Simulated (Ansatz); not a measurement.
# C4H8Sn: up Jacob's ladder to CCSD(T)

An exercise on one series of results from a longer session: the logs are not shown, and one member is left open.

Computed with Ansatz 0.2.0, Gaussian basis. Level: functionals in def2-TZVPP, the program's frozen cores in correlated methods.

Levels to be run: PBE-D4, r2SCAN-D4, PBE0-D4, B3LYP-D4, ωB97X-V, ωB97M-V, B2PLYP; CCSD(T)/def2-TZVPP; MP2/def2-QZVPP; extrapolation to the limit.

### The geometry

All runs share one geometry, relaxed beforehand with PBE0-D4 in a triple-zeta def2 set. Sn takes the def2 core potential; no spin-orbit term is included.

13 atoms, charge 0, spin multiplicity 1.

Atoms are counted from 1 here; the program's logs count them from 0.

Bond lengths: C1–C2 1.208 Å, C1–H6 1.066 Å, C2–Sn3 2.095 Å, Sn3–C4 2.135 Å, Sn3–C5 2.135 Å, Sn3–H7 1.710 Å, C4–H8 1.090 Å, C4–H9 1.090 Å, C4–H10 1.090 Å, C5–H11 1.090 Å, C5–H12 1.090 Å, C5–H13 1.090 Å. Angles: C2–C1–H6 179.8°, C1–C2–Sn3 179.0°, C2–Sn3–C4 107.4°, C2–Sn3–C5 107.4°, C2–Sn3–H7 107.1°, C4–Sn3–C5 112.0°, C4–Sn3–H7 111.4°, C5–Sn3–H7 111.4°, Sn3–C4–H8 109.9°, Sn3–C4–H9 110.3°, Sn3–C4–H10 109.5°, H8–C4–H9 109.1°, H8–C4–H10 109.0°, H9–C4–H10 109.1°, Sn3–C5–H11 110.3°, Sn3–C5–H12 109.5°, Sn3–C5–H13 109.9°, H11–C5–H12 109.1° and more.

Set-up of the first run:

File in.yaml:

```yaml
crystal:
  periodic: [false, false, false]
  atoms:
    - {symbol: C, position_ang: [-1.370347, 2.758578, 0.031986]}
    - {symbol: C, position_ang: [-0.659669, 1.791742, -0.104208]}
    - {symbol: Sn, position_ang: [0.548003, 0.093653, -0.320841]}
    - {symbol: C, position_ang: [1.061539, -0.577788, 1.639957]}
    - {symbol: C, position_ang: [-0.586310, -1.363272, -1.393217]}
    - {symbol: H, position_ang: [-1.995238, 3.614192, 0.150312]}
    - {symbol: H, position_ang: [1.935714, 0.572362, -1.198801]}
    - {symbol: H, position_ang: [1.592754, 0.209769, 2.174067]}
    - {symbol: H, position_ang: [1.698275, -1.461082, 1.581977]}
    - {symbol: H, position_ang: [0.153601, -0.827826, 2.189116]}
    - {symbol: H, position_ang: [0.003623, -2.268658, -1.539028]}
    - {symbol: H, position_ang: [-1.486666, -1.610785, -0.830594]}
    - {symbol: H, position_ang: [-0.874879, -0.965685, -2.366028]}
basis:
  gaussian: {orbitals: def2-TZVPP}
hamiltonian: {xc: pbe, dispersion: d4}
output: {forces: true, orbitals: {seedname: orbitals}}
```

Command:

```console
ansatz run in.yaml --threads 2 --pin off --events-out ev --progress --plain --max-ram 22528MiB --backend cuda --devices 0, --max-vram 18GiB
```

Steps of the session up to this table: PBE-D4 (GGA); r2SCAN-D4 (meta-GGA); PBE0-D4 (hybrid); B3LYP-D4 (hybrid); ωB97X-V (range-separated); ωB97M-V (range-separated); B2PLYP (double hybrid); CCSD(T) in def2-TZVPP; MP2 in def2-QZVPP.

One of the session's tables, all rows but one given; the rest of the session is left out.

| method | atomisation energy (kcal/mol) |
| --- | --- |
| PBE-D4 | 1175.7 |
| r2SCAN-D4 | 1157.1 |
| PBE0-D4 | 1159.5 |
| B3LYP-D4 | 1155.4 |
| ωB97X-V | 1158.8 |
| ωB97M-V | 1158.9 |
| B2PLYP | 1146.7 |
| HF/def2-TZVPP | 855.4 |
| MP2/def2-TZVPP | ? |
| CCSD/def2-TZVPP | 1118.6 |
| CCSD(T)/def2-TZVPP | 1136.4 |
| MP2/CBS | 1174.1 |
| CCSD(T)/CBS | 1163.2 |

Estimate the missing values for MP2/def2-TZVPP.

**Answer.** atomisation energy (kcal/mol): 1147.4. In the column «atomisation energy (kcal/mol)» it lies between B2PLYP (1146.7) and B3LYP-D4 (1155.4).

To keep in mind: Free atoms (4 C, 1 Sn, 8 H) were run apart at each level; the atomisation energy is their sum less the molecule, without zero-point or spin-orbit terms.
